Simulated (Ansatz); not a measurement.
**YAl3N4: gaps at several levels of theory**

Aim: the gap, band edges and levels at named points of YAl3N4.

Program: Ansatz 0.2.0. Level of theory: DFT PBEsol, scalar-relativistic, plane waves, PAW. These are calculated values, not measurements.

That is the level of the relaxation; later steps name their own.

## (1) The structure to begin with

It takes space group Cmc2_1 (No. 36, orthorhombic). Conventional cell: a = 6.358 Å, b = 11.012 Å, c = 5.087 Å, α = 90.00°, β = 90.00°, γ = 90.00°. Around Y (site symmetry m) lie 4 N at 1.93 Å. Al (site symmetry 1) is surrounded by 4 N at 1.93 Å. Around Al (site symmetry m) lie 4 N at 1.93 Å. Around N (site symmetry m) lie 2 Y at 1.93 Å and 2 Al at 1.93 Å. N (site symmetry 1) has 3 Al at 1.93 Å and 1 Y at 1.93 Å as nearest neighbours. Around N (site symmetry m) lie 4 Al at 1.93 Å.

Structure file:

```cif
data_structure
_symmetry_space_group_name_H-M 'Cmc2_1'
_symmetry_Int_Tables_number 36
_cell_length_a 6.3579
_cell_length_b 11.0123
_cell_length_c 5.0866
_cell_angle_alpha 90.000
_cell_angle_beta 90.000
_cell_angle_gamma 90.000
_cell_volume 356.14
loop_
_atom_site_label
_atom_site_type_symbol
_atom_site_symmetry_multiplicity
_atom_site_Wyckoff_symbol
_atom_site_fract_x
_atom_site_fract_y
_atom_site_fract_z
_atom_site_occupancy
Y1 Y 4 a 0.50000 0.08333 0.50000 1
Al1 Al 8 b 0.25000 0.83333 0.50000 1
Al2 Al 4 a 0.00000 0.08333 0.50000 1
N1 N 4 a 0.50000 0.08333 0.88000 1
N2 N 8 b 0.25000 0.83333 0.88000 1
N3 N 4 a 0.00000 0.08333 0.88000 1
```

(A quick probe on a coarse mesh, which set the mesh and smearing, is not shown.)

## (3) Coarse relaxation

Input file input.yaml:

```yaml
crystal:
  lattice:
    - [0.0, 0.0, -5.08655744]
    - [3.17897075, 5.50613886, 0.0]
    - [3.17897075, -5.50613886, 0.0]
  atoms:
    - { symbol: "Y", position: [0.0, 0.16666667, 0.33333333] }
    - { symbol: Al, position: [0.0, 0.16666667, 0.83333333] }
    - { symbol: Al, position: [0.0, 0.66666667, 0.33333333] }
    - { symbol: Al, position: [0.0, 0.66666667, 0.83333333] }
    - { symbol: "Y", position: [0.5, 0.33333333, 0.66666667] }
    - { symbol: Al, position: [0.5, 0.33333333, 0.16666667] }
    - { symbol: Al, position: [0.5, 0.83333333, 0.66666667] }
    - { symbol: Al, position: [0.5, 0.83333333, 0.16666667] }
    - { symbol: "N", position: [0.62, 0.16666667, 0.33333333] }
    - { symbol: "N", position: [0.62, 0.16666667, 0.83333333] }
    - { symbol: "N", position: [0.62, 0.66666667, 0.33333333] }
    - { symbol: "N", position: [0.62, 0.66666667, 0.83333333] }
    - { symbol: "N", position: [0.12, 0.33333333, 0.66666667] }
    - { symbol: "N", position: [0.12, 0.33333333, 0.16666667] }
    - { symbol: "N", position: [0.12, 0.83333333, 0.66666667] }
    - { symbol: "N", position: [0.12, 0.83333333, 0.16666667] }
basis:
  ecutwfc: 420
kpoints:
  mp_grid: { grid: [4, 6, 6] }
hamiltonian:
  xc: pbesol
scf:
  occupations: { method: gaussian, width: 0.1 }
output:
  forces: true
  stress: true
  eigenvalues: true
relax:
  adjacent_minimum: "off"
  f_tol: 0.05
  max_steps: 80
  cell: { stress_tol: 0.5 }
```

Launch:

```sh
$ ansatz run input.yaml --threads 4 --pin off --max-ram 10240MiB --backend cpu --events-out ev --progress --plain --runs-dir out
```

The session goes on with these runs: full relaxation; band edges over the whole zone; the run at PBEsol.

What does the calculation give? Wanted: relaxed cell; volume; formation energy; gap, PBEsol.

**Answer**, as computed:

| quantity | value |
| --- | --- |
| relaxed cell (conventional) | a = 6.697 Å, b = 11.189 Å, c = 5.117 Å, α = 90.00°, β = 90.00°, γ = 90.00° |
| space group (0.01 Å) | Cmc2_1 (No. 36) |
| volume | 11.98 Å³/atom |
| formation energy (elements from runs with the same settings, not shown) | -1.38 eV/atom |
| gap, PBEsol | 2.71 eV, indirect |

In words: The relaxed volume is 7.7 % larger than at the start. The shape changed too: the edges of the input's cell moved by +0.6, +5.3, +2.5 %. At PBEsol the gap is 2.71 eV, from (0.20, 0.00, -0.50) to Γ.

These are semilocal Kohn-Sham gaps, which aren't the measured quantity. Such gaps usually fall short of the measured ones.
